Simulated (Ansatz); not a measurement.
# Mg3O3F: the cost of one run

Program: Ansatz 0.2.0. Level of theory: DFT PBE, scalar-relativistic, plane waves, PAW. These are calculated values, not measurements.

The COD cell was measured well above room temperature, so it is larger than a cold one.

3 further runs of the same task are left out: 3 set aside as unsound or not needed. Runs told in other sessions of the task aren't counted.

## Step 1: Starting point

It takes space group P4mm (No. 99, tetragonal). The conventional cell has a = 3.009 Å, b = 3.009 Å, c = 21.280 Å, α = 90.00°, β = 90.00°, γ = 90.00°. Around Mg (site symmetry 4mm) lie 5 O at 2.12 to 2.13 Å. O (site symmetry 4mm) has 5 Mg at 2.13 Å in its first shell of neighbours. Around Mg (site symmetry 4mm) lie 6 O at 2.13 to 2.15 Å. Around O (site symmetry 4mm) lie 6 Mg at 2.11 to 2.13 Å. Mg (site symmetry 4mm) has 5 O at 2.11 to 2.13 Å and 4 F at 2.25 Å in its first shell of neighbours. O (site symmetry 4mm) is surrounded by 1 F at 0.69 Å. F (site symmetry 4mm) has 1 O at 0.69 Å in its first shell of neighbours.

Coordinates:

```cif
data_structure
_symmetry_space_group_name_H-M 'P 1'
_symmetry_Int_Tables_number 1
_cell_length_a 3.0086
_cell_length_b 3.0086
_cell_length_c 21.2800
_cell_angle_alpha 90.000
_cell_angle_beta 90.000
_cell_angle_gamma 90.000
_cell_volume 192.62
loop_
_atom_site_label
_atom_site_type_symbol
_atom_site_fract_x
_atom_site_fract_y
_atom_site_fract_z
_atom_site_occupancy
Mg1 Mg 0.50000 0.50000 0.18797 1
O1 O 0.00000 0.00000 0.18797 1
Mg2 Mg 0.00000 0.00000 0.28818 1
O2 O 0.50000 0.50000 0.28772 1
Mg3 Mg 0.50000 0.50000 0.38680 1
O3 O 0.00000 0.00000 0.38910 1
F1 F 0.00000 0.00000 0.42152 1
```

This is the geometry of the first run shown, built on a cell relaxed beforehand with the same method.

## Step 2: What is varied

Atoms count from 1 in the order of the input.

F is moved along a line over the surface and along the normal, above a rigid substrate.

- position of F7 along the diagonal of the surface cell, from above O6: 8 values from 0.00 to 3.72 Å, periodic
- height of F7 above the plane of O6: 8 values from 0.69 to 3.69 Å

Nothing else is relaxed. Points are written as (first, second).

## Step 3: Point (0.00 Å, 0.69 Å)

The cell repeats along c, and a dipole correction in the vacuum removes the field between the copies.

The input, input.yaml:

```yaml
crystal:
  lattice:
    - [3.0085896314, 0.0, 0.0]
    - [0.0, 3.0085896314, 0.0]
    - [0.0, 0.0, 21.2799623077]
  atoms:
    - { symbol: Mg, position: [0.5, 0.5, 0.1879702578] }
    - { symbol: O, position: [0.0, 0.0, 0.1879702578] }
    - { symbol: Mg, position: [0.0, 0.0, 0.2881792351] }
    - { symbol: O, position: [0.5, 0.5, 0.2877217412] }
    - { symbol: Mg, position: [0.5, 0.5, 0.3867964645] }
    - { symbol: O, position: [0.0, 0.0, 0.3890966623] }
    - { symbol: F, position: [0.0, 0.0, 0.4215215318], spin: 1.0 }
basis:
  ecutwfc: 420
kpoints:
  mp_grid: { grid: [9, 9, 1] }
hamiltonian:
  xc: pbe
  pseudopotentials: { kind: paw, azcp: { folder: soft_1 } }
scf:
  occupations: { method: gaussian, width: 0.05 }
output:
  forces: true
  eigenvalues: true
  populations: true
magnetization:
  spin_polarized: true
efield:
  axis: 3
  dipole_correction: true
  ramp_width: 0.04
```

On the command line:

```bash
ansatz run input.yaml --threads 1 --pin off --max-ram 3072MiB --backend cpu --events-out ev --progress --plain --runs-dir out
```

Q: Estimate wall time and peak memory on 1 thread of Arm Neoverse V2, shared host.

About 38 s, with a peak of 0.46 GiB.
